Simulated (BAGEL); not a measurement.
# GeSiH5S (SMILES [SiH2][S][GeH3]): ROHF/def2-SVP (density fitting with qzvpp-jkfit)

What is the vertical doublet–quartet gap of GeSiH5S at ROHF/def2-SVP (density fitting with qzvpp-jkfit)? 

The results are computed with BAGEL 1.2.2.

## 1. The system as given

GeSiH5S has 8 atoms, charge 0, and is taken as a doublet. SMILES: `[SiH2][S][GeH3]`. The shape is that of a PBE0-D4/def2-TZVP optimisation. This is one conformer, not always the lowest.

Bond lengths: Si1–S2 2.124 Å, S2–Ge3 2.231 Å, Si1–H4 1.493 Å, Si1–H5 1.489 Å, Ge3–H6 1.535 Å, Ge3–H7 1.533 Å, Ge3–H8 1.536 Å. Angles: Si1–S2–Ge3 98.6°, S2–Si1–H4 111.3°, S2–Si1–H5 106.6°, S2–Ge3–H6 109.7°, S2–Ge3–H7 105.3°, S2–Ge3–H8 109.3°, H4–Si1–H5 110.5°, H6–Ge3–H7 111.0°, H6–Ge3–H8 110.3°, H7–Ge3–H8 111.2°.

## 2. A single-point energy at ROHF/def2-SVP (density fitting with qzvpp-jkfit)

input.json reads:

```json
{ "bagel" : [

{
  "title" : "molecule",
  "basis" : "svp",
  "df_basis" : "qzvpp-jkfit",
  "angstrom" : true,
  "geometry" : [
    { "atom" : "Si", "xyz" : [   -0.878000,    1.488200,   -0.662000 ] },
    { "atom" : "S", "xyz" : [    1.044600,    0.591100,   -0.762500 ] },
    { "atom" : "Ge", "xyz" : [    0.739700,   -1.018400,    0.752500 ] },
    { "atom" : "H", "xyz" : [   -1.958600,    0.475700,   -0.855700 ] },
    { "atom" : "H", "xyz" : [   -0.926300,    2.513700,   -1.740000 ] },
    { "atom" : "H", "xyz" : [    0.538900,   -0.391700,    2.139300 ] },
    { "atom" : "H", "xyz" : [    2.019500,   -1.860500,    0.710100 ] },
    { "atom" : "H", "xyz" : [   -0.487400,   -1.855100,    0.362700 ] }
  ]
},
{
  "title" : "rohf",
  "nopen" : 1
},
{
  "title" : "print",
  "file" : "orbitals.molden",
  "orbitals" : true
}

]}
```

On the command line:

```console
$ BAGEL_NUM_THREADS=1 BAGEL input.json > input.out
```

The log of the run:

```text
* using 1 threads per process

  ===============================================================
  ===============================================================

  *** Geometry ***

  { "atom" : "Si", "xyz" : [     -1.659180,      2.812290,     -1.250999 ] },
  { "atom" : "S", "xyz" : [      1.974008,      1.117017,     -1.440916 ] },
  { "atom" : "Ge", "xyz" : [      1.397830,     -1.924497,      1.422019 ] },
  { "atom" : "H", "xyz" : [     -3.701218,      0.898943,     -1.617039 ] },
  { "atom" : "H", "xyz" : [     -1.750453,      4.750205,     -3.288123 ] },
  { "atom" : "H", "xyz" : [      1.018373,     -0.740206,      4.042691 ] },
  { "atom" : "H", "xyz" : [      3.816302,     -3.515835,      1.341895 ] },
  { "atom" : "H", "xyz" : [     -0.921053,     -3.505631,      0.685404 ] },

  Number of auxiliary basis functions:      612

  Since a DF basis is specified, we compute 2- and 3-index integrals:
    o Being stored without compression. Storage requirement is 0.042 GB

  Number of basis functions:       93
  Number of electrons      :       67

    * METHOD: MOLECULE                             0.42

  *** Open-shell HF ***

  === Nuclear Repulsion ===
   321.8778287080

      * DIIS with orbital gradients will be used.

  === ROHF iteration (svp) ===
      0      -2764.20139539          0.01295995           0.34
      1      -2764.24993859          0.00468266           0.33
      2      -2764.25668563          0.00215871           0.33
      3      -2764.25821211          0.00078836           0.34
      4      -2764.25862307          0.00025788           0.34
      5      -2764.25874526          0.00011379           0.34
      6      -2764.25876577          0.00001750           0.34
      7      -2764.25878791          0.00000635           0.33
      8      -2764.25879007          0.00000250           0.35
      9      -2764.25879038          0.00000057           0.35
     10      -2764.25879057          0.00000022           0.34
     11      -2764.25879060          0.00000009           0.35
     12      -2764.25879061          0.00000004           0.35
     13      -2764.25879061          0.00000002           0.35
     14      -2764.25879061          0.00000001           0.35
    * SCF iteration converged.

    * S^2 (ROHF) is 0.7500

    * Permanent dipole moment:
           (    0.328627,     0.271409,    -0.436233) a.u.

    * METHOD: ROHF                                 5.47

    * METHOD: PRINT                                0.02

  ===============================================================
```

Wall time 6.3 s (1 thread of Arm Neoverse V1, shared host); peak memory 0.17 GiB.

## 3. The quartet

input.json reads:

```json
{ "bagel": [

{
  "title": "molecule",
  "basis": "svp",
  "df_basis": "qzvpp-jkfit",
  "angstrom": true,
  "geometry": [
    { "atom": "Si", "xyz": [      -0.878000,       1.488200,      -0.662000 ] },
    { "atom": "S", "xyz": [       1.044600,       0.591100,      -0.762500 ] },
    { "atom": "Ge", "xyz": [       0.739700,      -1.018400,       0.752500 ] },
    { "atom": "H", "xyz": [      -1.958600,       0.475700,      -0.855700 ] },
    { "atom": "H", "xyz": [      -0.926300,       2.513700,      -1.740000 ] },
    { "atom": "H", "xyz": [       0.538900,      -0.391700,       2.139300 ] },
    { "atom": "H", "xyz": [       2.019500,      -1.860500,       0.710100 ] },
    { "atom": "H", "xyz": [      -0.487400,      -1.855100,       0.362700 ] }
  ]
},

{
  "title": "rohf",
  "nopen": 3
},

{
  "title": "print",
  "file": "orbitals.molden",
  "orbitals": true
}

]}
```

On the command line:

```console
$ BAGEL_NUM_THREADS=1 BAGEL input.json > input.out
```

The log of the run:

```text
* using 1 threads per process

  ===============================================================
  ===============================================================

  *** Geometry ***

  { "atom" : "Si", "xyz" : [     -1.659180,      2.812290,     -1.250999 ] },
  { "atom" : "S", "xyz" : [      1.974008,      1.117017,     -1.440916 ] },
  { "atom" : "Ge", "xyz" : [      1.397830,     -1.924497,      1.422019 ] },
  { "atom" : "H", "xyz" : [     -3.701218,      0.898943,     -1.617039 ] },
  { "atom" : "H", "xyz" : [     -1.750453,      4.750205,     -3.288123 ] },
  { "atom" : "H", "xyz" : [      1.018373,     -0.740206,      4.042691 ] },
  { "atom" : "H", "xyz" : [      3.816302,     -3.515835,      1.341895 ] },
  { "atom" : "H", "xyz" : [     -0.921053,     -3.505631,      0.685404 ] },

  Number of auxiliary basis functions:      612

  Since a DF basis is specified, we compute 2- and 3-index integrals:
    o Being stored without compression. Storage requirement is 0.042 GB

  Number of basis functions:       93
  Number of electrons      :       67

    * METHOD: MOLECULE                             0.42

  *** Open-shell HF ***

  === Nuclear Repulsion ===
   321.8778287080

      * DIIS with orbital gradients will be used.

  === ROHF iteration (svp) ===
      0      -2763.96158499          0.01218874           0.34
      1      -2764.02010866          0.00451905           0.33
      2      -2764.03244484          0.00214594           0.34
      3      -2764.03592041          0.00098217           0.34
      4      -2764.03697039          0.00031796           0.34
      5      -2764.03722668          0.00021312           0.34
      6      -2764.03730896          0.00016912           0.34
      7      -2764.03740215          0.00012759           0.34
      8      -2764.03750051          0.00006120           0.34
      9      -2764.03752314          0.00002763           0.34
     10      -2764.03752627          0.00001465           0.34
     11      -2764.03752638          0.00000777           0.34
     12      -2764.03752667          0.00000530           0.34
     13      -2764.03752701          0.00000381           0.34
     14      -2764.03752711          0.00000291           0.34
     15      -2764.03752724          0.00000194           0.34
     16      -2764.03752750          0.00000147           0.34
     17      -2764.03752759          0.00000118           0.34
     18      -2764.03752763          0.00000080           0.34
     19      -2764.03752765          0.00000055           0.34
     20      -2764.03752764          0.00000039           0.34
     21      -2764.03752764          0.00000026           0.33
     22      -2764.03752763          0.00000014           0.34
     23      -2764.03752765          0.00000009           0.34
     24      -2764.03752765          0.00000006           0.34
     25      -2764.03752766          0.00000004           0.34
     26      -2764.03752766          0.00000003           0.34
     27      -2764.03752766          0.00000002           0.34
     28      -2764.03752766          0.00000001           0.34
     29      -2764.03752766          0.00000001           0.34
    * SCF iteration converged.

    * S^2 (ROHF) is 3.7500

    * Permanent dipole moment:
           (    0.220665,    -1.010811,     0.722239) a.u.

    * METHOD: ROHF                                10.52

    * METHOD: PRINT                                0.02

  ===============================================================
```

It took 11 s on 1 thread of Arm Neoverse V1, shared host; peak memory 0.17 GiB.

## 4. What came out

At ROHF/def2-SVP (density fitting with qzvpp-jkfit):

```
                                        quantity           value
                           doublet: total energy  -2764.25879 Eh
                          doublet: dipole moment          1.55 D
                                   doublet: ⟨S²⟩           0.750
                           quartet: total energy  -2764.03753 Eh
                          quartet: dipole moment          3.21 D
                                   quartet: ⟨S²⟩           3.750
vertical energy of the quartet above the doublet        6.021 eV
```

In words: At this shape the quartet lies 6.02 eV (139 kcal/mol) above the doublet.
